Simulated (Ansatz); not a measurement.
GdO:

```xyz
2
Lattice="0.0000 2.7000 2.7000 2.7000 0.0000 2.7000 2.7000 2.7000 0.0000" Properties=species:S:1:pos:R:3 pbc="T T T"
Gd    0.0000    0.0000    0.0000
O     4.0500    4.0500    4.0500
```

Base run:

```yaml
Program: Ansatz 0.2.0
Functional: PBEsol
Potentials_or_basis: all-electron LAPW, scalar-relativistic
Cutoff: 328 eV (chosen from the basis error)
Basis_error_allowed: 0.001 eV/atom
k_mesh: 9 × 9 × 9
Occupations: fermi-dirac, width 0.05 eV
Spin: collinear spin, ferromagnetic start
Starting_moments: "[7.0, 0.0] μB"
```

Its results: pressure -4.5 GPa; net moment 7.50 μB per cell; site moments Gd +7.01; O -0.02 μB.

Problem. After a change of settings the same cell gave: pressure 1.9 GPa; net moment 6.02 μB per cell; site moments Gd +6.24; O -0.01 μB. Which change was it?
A. potentials or basis from all-electron LAPW, scalar-relativistic to all-electron LAPW, non-relativistic
B. potentials or basis from all-electron LAPW, scalar-relativistic to all-electron LAPW, inner shells corrected to Dirac's equation
C. potentials or basis from all-electron LAPW, scalar-relativistic to all-electron PAW datasets made for the crystal

Solution. A.

Caveats: an open f shell can end in a state above the lowest; a cell with one magnetic atom can't hold antiferromagnetic order, which such compounds often take; relativity is left out, which matters for the heavier elements (some runs).

The runs don't all hold the same shells in valence.
